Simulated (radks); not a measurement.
**Ru⁺ inside a hard spherical wall**

Aim: energy, levels and pressure of Ru⁺ as a wall, at which all orbitals vanish, closes in. The configuration stays [Kr] 4d7.

Method: scalar-relativistic Kohn-Sham, PBE, spin-polarised, spherical densities, finite nucleus; open shells are filled with parallel spins first. Code: radks (a radial shooting solver on a logarithmic mesh, Libxc functionals) version 1.

### Step 1. Starting point

- element: ruthenium (Z = 44)
- charge: +1
- electrons: 43
- configuration: [Kr] 4d7
- nuclear rms radius: 4.4809 fm

The outer shells:

Ru⁺
```
[Kr] core
4d [↑↓][↑↓][↑ ][↑ ][↑ ]
```

### Step 2. The free atom

Settings of this run:

```text
Z 44
configuration [Kr] 4d7 5s0 5p0 4f0
relativity scalar-relativistic
functional pbe,pbe
spin polarised
nucleus finite rms 4.4809 fm
c 137.035999084
```

### Step 3. Wall at 20 bohr

Input: that of step 2 with these lines changed.

```diff
@@ -6,2 +6,3 @@
 nucleus finite rms 4.4809 fm
+wall 20 bohr
 c 137.035999084
```

### Step 4. Wall at 15 bohr

Input: that of step 3 with these lines changed.

```diff
@@ -6,3 +6,3 @@
 nucleus finite rms 4.4809 fm
-wall 20 bohr
+wall 15 bohr
 c 137.035999084
```

### Step 5. Wall at 5 bohr

Input: that of step 4 with these lines changed.

```diff
@@ -6,3 +6,3 @@
 nucleus finite rms 4.4809 fm
-wall 15 bohr
+wall 5 bohr
 c 137.035999084
```

### Step 6. Wall at 4 bohr

Input: that of step 5 with these lines changed.

```diff
@@ -6,3 +6,3 @@
 nucleus finite rms 4.4809 fm
-wall 5 bohr
+wall 4 bohr
 c 137.035999084
```

### Step 7. Wall at 3 bohr

Input: that of step 6 with these lines changed.

```diff
@@ -6,3 +6,3 @@
 nucleus finite rms 4.4809 fm
-wall 4 bohr
+wall 3 bohr
 c 137.035999084
```

### Step 8. Wall at 2 bohr

Input: that of step 7 with these lines changed.

```diff
@@ -6,3 +6,3 @@
 nucleus finite rms 4.4809 fm
-wall 3 bohr
+wall 2 bohr
 c 137.035999084
```

Before running it: what results should come out? Wanted: for each run, R; E − E(free); ε(4d); ε(5s, empty); ε(5p, empty); ε(4f, empty); pressure.

**Answer**, as computed:

| R (bohr) | E − E(free) (eV) | ε(4d) (eV) | ε(5s, empty) (eV) | ε(5p, empty) (eV) | ε(4f, empty) (eV) | pressure (GPa) |
| --- | --- | --- | --- | --- | --- | --- |
| free | 0.000 | -13.354 | -10.906 | -6.372 | - | 0 |
| 20 | -0.000 | -13.354 | -10.906 | -6.372 | - | < 0.0001 |
| 15 | 0.000 | -13.354 | -10.906 | -6.372 | - | < 0.0001 |
| 5 | 0.650 | -12.585 | -9.274 | -2.990 | 10.849 | 3.73 |
| 4 | 3.520 | -10.624 | -4.984 | 3.394 | 18.439 | 32.6 |
| 3 | 21.704 | -3.308 | 12.717 | 26.222 | 34.942 | 407 |
| 2 | 206.28 | 34.794 | 113.44 | 139.24 | 88.161 | 11564 |

In words: Eigenvalues are for spin up. At the tightest wall, 2 bohr, the energy stands 206.28 eV above the free atom and the pressure, −dE/dV, is 11564 GPa. Of the levels in the table that exist at both ends, 5p (empty) rises most from the free atom (145.62 eV). From R = 2 bohr inwards the highest occupied level lies above zero, pushed up by confinement. Shells are not refilled when levels cross, and a hard wall is a model, not a crystal.
